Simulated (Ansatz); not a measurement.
**HPbNO4: single point with PBE**

The system is HPbNO4.

```
H Pb N O
1.0
     6.85877    0.00000    0.00000
     0.00000    4.22865    0.00000
    -3.39101    0.00000    7.27459
H Pb N O
2 2 2 8
Cartesian
  -0.1737 3.1715 3.6904
  3.6414 1.0572 3.5842
  1.1071 1.0572 2.0728
  2.3607 3.1715 5.2018
  -1.3602 3.1715 6.0792
  4.8280 1.0572 1.1954
  0.7313 3.1715 3.2982
  -0.1410 3.1715 6.3217
  -2.2099 3.1715 7.0227
  -1.7846 3.1715 4.8707
  2.7365 1.0572 3.9764
  3.6087 1.0572 0.9529
  5.6777 1.0572 0.2519
  5.2524 1.0572 2.4039
```

The cell was built by a generator and needn't be a form met in nature.

| Item | Value |
| --- | --- |
| Program | Ansatz 0.2.0 |
| Task | single point |
| Functional | PBE |
| Potentials or basis | Ansatz PAW earlier set |
| Cutoff | 1000 eV |
| Density cutoff | 4000 eV |
| k mesh | 5 × 6 × 4 |
| Occupations | fermi-dirac, width 0.05 eV |
| Spin | no spin polarisation |

```yaml
Pressure: -0.1 GPa
Largest_force: 0.049 eV/Å
Band_gap_on_the_k_mesh: 3.09 eV, indirect (least direct gap 3.28 eV)
```

Forces on the atoms (eV/Å):
```
H    0.026  0.000 -0.012
H   -0.026  0.000  0.012
Pb  -0.003  0.000 -0.004
Pb   0.003  0.000  0.004
N    0.002  0.000  0.002
N   -0.002  0.000 -0.002
O   -0.026  0.000  0.012
O   -0.043  0.000 -0.010
O    0.027  0.000 -0.039
O    0.011  0.000  0.048
O    0.026  0.000 -0.012
O    0.043  0.000  0.010
O   -0.027  0.000  0.039
O   -0.011  0.000 -0.048
```

Stress tensor (GPa, compression positive):
```
-0.18  0.00  0.01
 0.00  0.06  0.00
 0.01  0.00 -0.12
```

Levels at points of the mesh, in eV from the valence-band top:
```
             k point  band 50  band 51  band 52  band 53  band 54  band 55
  (0.00, 0.00, 0.00)    -0.32    -0.29    -0.05     3.27     3.93     4.23
 (0.00, 0.00, -0.50)    -0.39    -0.19    -0.18     3.33     3.81     4.16
 (0.00, -0.50, 0.00)    -0.61    -0.24    -0.24     3.32     3.32     4.71
(0.00, -0.50, -0.50)    -0.67    -0.23    -0.23     3.28     3.28     4.83
```

It took 24 s on 8 threads of Arm Neoverse V2, with other jobs on the host, peak memory 3.7 GiB.

Caveat: odd divisions of the mesh miss points on the zone boundary, where band edges often lie, so the gap on the mesh can be too wide; spin-orbit coupling is left out, which as a rule narrows the gap of such compounds by several tenths of an eV. A k mesh can miss the band edges.
